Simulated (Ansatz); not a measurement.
**C₃H₆F₂Si: basis-set convergence**

An exercise on one series of results from a longer session: the logs are not shown, and one member is left open.

Program: Ansatz 0.2.0, Gaussian basis. Level of theory: one geometry, several basis sets. These are calculated values, not measurements.

The runs, in order: PBE0-D4/def2-SVP; ωB97M-V/def2-SVP; PBE0-D4/def2-QZVPP; ωB97M-V/def2-QZVPP; the functionals' def2-TZVPP values are taken from earlier runs.

## The relaxed structure

The geometry comes from an earlier relaxation with PBE0-D4 in a triple-zeta def2 set; it is a stationary point, not always the lowest conformer.

SMILES `C=CC[SiH](F)F`, 12 atoms, charge 0, spin multiplicity 1.

Atoms are counted from 1 here; the program's logs count them from 0.

Bond lengths: C1–C2 1.327 Å, C1–H7 1.086 Å, C1–H8 1.083 Å, C2–C3 1.493 Å, C2–H9 1.088 Å, C3–Si4 1.856 Å, C3–H10 1.095 Å, C3–H11 1.096 Å, Si4–F5 1.590 Å, Si4–F6 1.590 Å, Si4–H12 1.476 Å. Angles: C2–C1–H7 121.7°, C2–C1–H8 121.3°, H7–C1–H8 117.1°, C1–C2–C3 125.1°, C1–C2–H9 118.9°, C3–C2–H9 115.9°, C2–C3–Si4 110.7°, C2–C3–H10 111.1°, C2–C3–H11 111.5°, Si4–C3–H10 107.8°, Si4–C3–H11 108.0°, H10–C3–H11 107.5°, C3–Si4–F5 109.4°, C3–Si4–F6 109.9°, C3–Si4–H12 114.0°, F5–Si4–F6 106.9°, F5–Si4–H12 108.1°, F6–Si4–H12 108.2°.

Geometry (Å):

```mol
C3H6F2Si
  3D, bonds by distance, orders not assigned

 12 11  0  0  0  0  0  0  0  0999 V2000
    1.9589    0.5643   -0.1969 C   0  0
    1.0506   -0.3874   -0.0257 C   0  0
   -0.2020   -0.2443    0.7741 C   0  0
   -1.6704   -0.0234   -0.3388 Si  0  0
   -1.7875   -1.2737   -1.3146 F   0  0
   -3.0045    0.0134    0.5262 F   0  0
    1.8648    1.5344    0.2814 H   0  0
    2.8322    0.4033   -0.8171 H   0  0
    1.1876   -1.3423   -0.5280 H   0  0
   -0.1504    0.6262    1.4366 H   0  0
   -0.3813   -1.1252    1.4005 H   0  0
   -1.6211    1.1993   -1.1636 H   0  0
  1  2  8  0
  2  3  8  0
  3  4  8  0
  4  5  8  0
  4  6  8  0
  1  7  8  0
  1  8  8  0
  2  9  8  0
  3 10  8  0
  3 11  8  0
  4 12  8  0
M  END
```

Set-up of the first run:

in.yaml reads:

```yaml
crystal:
  periodic: [false, false, false]
  atoms:
    - {symbol: C, position_ang: [1.958883, 0.564346, -0.196886]}
    - {symbol: C, position_ang: [1.050602, -0.387437, -0.025736]}
    - {symbol: C, position_ang: [-0.202032, -0.244263, 0.774109]}
    - {symbol: Si, position_ang: [-1.670378, -0.023389, -0.338829]}
    - {symbol: F, position_ang: [-1.787481, -1.273687, -1.314614]}
    - {symbol: F, position_ang: [-3.004547, 0.013434, 0.526195]}
    - {symbol: H, position_ang: [1.864763, 1.534446, 0.281387]}
    - {symbol: H, position_ang: [2.832225, 0.403330, -0.817063]}
    - {symbol: H, position_ang: [1.187609, -1.342281, -0.527981]}
    - {symbol: H, position_ang: [-0.150379, 0.626158, 1.436635]}
    - {symbol: H, position_ang: [-0.381302, -1.125185, 1.400499]}
    - {symbol: H, position_ang: [-1.621063, 1.199329, -1.163615]}
basis:
  gaussian: {orbitals: def2-SVP}
hamiltonian: {xc: pbe0, dispersion: d4}
output: {orbitals: {seedname: orbitals}}
```

Steps of the session up to this table: PBE0-D4 in def2-SVP; ωB97M-V in def2-SVP; PBE0-D4 in def2-QZVPP; ωB97M-V in def2-QZVPP.

One table of the session follows, with a row left open; its other results are not shown here.

It belongs to the step «Density functionals: the series». 

| functional | basis | HOMO (eV) | LUMO (eV) |
| --- | --- | --- | --- |
| PBE0-D4 | def2-SVP | -7.51 | 0.02 |
| PBE0-D4 | def2-TZVPP | -7.56 | -0.21 |
| PBE0-D4 | def2-QZVPP | -7.58 | -0.28 |
| ωB97M-V | def2-SVP | ? | ? |
| ωB97M-V | def2-TZVPP | -9.77 | 1.83 |
| ωB97M-V | def2-QZVPP | -9.79 | 1.62 |

Q: Estimate the row for ωB97M-V, def2-SVP from the others.

**Answer.** HOMO (eV): -9.72; LUMO (eV): 2.19. In the column «HOMO (eV)» it lies between ωB97M-V, def2-TZVPP (-9.77) and PBE0-D4, def2-QZVPP (-7.58).
